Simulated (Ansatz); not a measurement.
**Br2ClFSi: one species, many methods**

An exercise on one series of results from a longer session: the logs are not shown, and one member is left open.

Computed with Ansatz 0.2.0, Gaussian basis. Level: functionals in def2-TZVPP, the program's frozen cores in correlated methods.

Levels to be run: LDA (SPW92), PBE-D4, revPBE-D4, BLYP-D4, r2SCAN-D4, B97M-V, PBE0-D4, B3LYP-D4, r2SCANh-D4, r2SCAN0-D4, HSE06-D4, BHLYP-D4, CAM-B3LYP-D4, LC-ωPBE, ωB97X-V, ωB97M-V, B2PLYP, PBE-QIDH; CCSD(T)/def2-SVP; CCSD(T)/def2-TZVPP; MP2/def2-QZVPP; extrapolation to the limit; RPA on PBE.

### The geometry

The geometry comes from an earlier relaxation with PBE0-D4 in a triple-zeta def2 set; it is a stationary point.

SMILES `F[Si](Cl)(Br)Br`, 5 atoms, charge 0, spin multiplicity 1.

Atoms are counted from 1 here; the program's logs count them from 0.

Bond lengths: F1–Si2 1.577 Å, Si2–Cl3 2.018 Å, Si2–Br4 2.182 Å, Si2–Br5 2.182 Å. Angles: F1–Si2–Cl3 108.0°, F1–Si2–Br4 108.2°, F1–Si2–Br5 108.2°, Cl3–Si2–Br4 110.6°, Cl3–Si2–Br5 110.6°, Br4–Si2–Br5 111.1°.

The first run:

File in.yaml:

```yaml
crystal:
  periodic: [false, false, false]
  atoms:
    - {symbol: F, position_ang: [0.841943, -1.079618, 0.955809]}
    - {symbol: Si, position_ang: [0.034263, -0.063727, 0.059157]}
    - {symbol: Cl, position_ang: [-1.526518, 0.619697, 1.140451]}
    - {symbol: Br, position_ang: [-0.667093, -1.125862, -1.712844]}
    - {symbol: Br, position_ang: [1.367205, 1.575910, -0.483972]}
basis:
  gaussian: {orbitals: def2-TZVPP}
hamiltonian: {xc: lda}
output: {orbitals: {seedname: orbitals}}
```

Among the steps run: LDA; PBE-D4 (GGA); revPBE-D4 (GGA); BLYP-D4 (GGA); r2SCAN-D4 (meta-GGA); B97M-V (meta-GGA); PBE0-D4 (hybrid); B3LYP-D4 (hybrid); r2SCANh-D4 (hybrid); r2SCAN0-D4 (hybrid); HSE06-D4 (hybrid); BHLYP-D4 (hybrid); CAM-B3LYP-D4 (range-separated); LC-ωPBE-D4 (range-separated; the results give it without D4); ωB97X-V (range-separated); ωB97M-V (range-separated); B2PLYP (double hybrid); PBE-QIDH (double hybrid).

One table of the session follows, with a row left open; its other results are not shown here.

It belongs to the step «Orbital energies across the functionals». 

| functional | HOMO (eV) | gap (eV) |
| --- | --- | --- |
| LDA (SPW92) | -7.78 | 5.59 |
| PBE-D4 | -7.61 | 5.70 |
| revPBE-D4 | -7.55 | 5.76 |
| BLYP-D4 | -7.42 | 5.62 |
| r2SCAN-D4 | -7.97 | 6.40 |
| B97M-V | -8.04 | 6.58 |
| PBE0-D4 | -8.92 | 7.95 |
| B3LYP-D4 | -8.64 | 7.41 |
| r2SCANh-D4 | -8.44 | 7.19 |
| r2SCAN0-D4 | -9.16 | 8.38 |
| HSE06-D4 | -8.52 | 7.18 |
| BHLYP-D4 | -10.05 | 10.12 |
| CAM-B3LYP-D4 | ? | ? |
| LC-ωPBE | -11.64 | 13.00 |
| ωB97X-V | -11.26 | 12.52 |
| ωB97M-V | -11.10 | 12.14 |

Estimate the missing values for CAM-B3LYP-D4.

**Answer.** HOMO (eV): -10.23; gap (eV): 10.34. In the column «HOMO (eV)» it lies between ωB97M-V (-11.10) and BHLYP-D4 (-10.05).
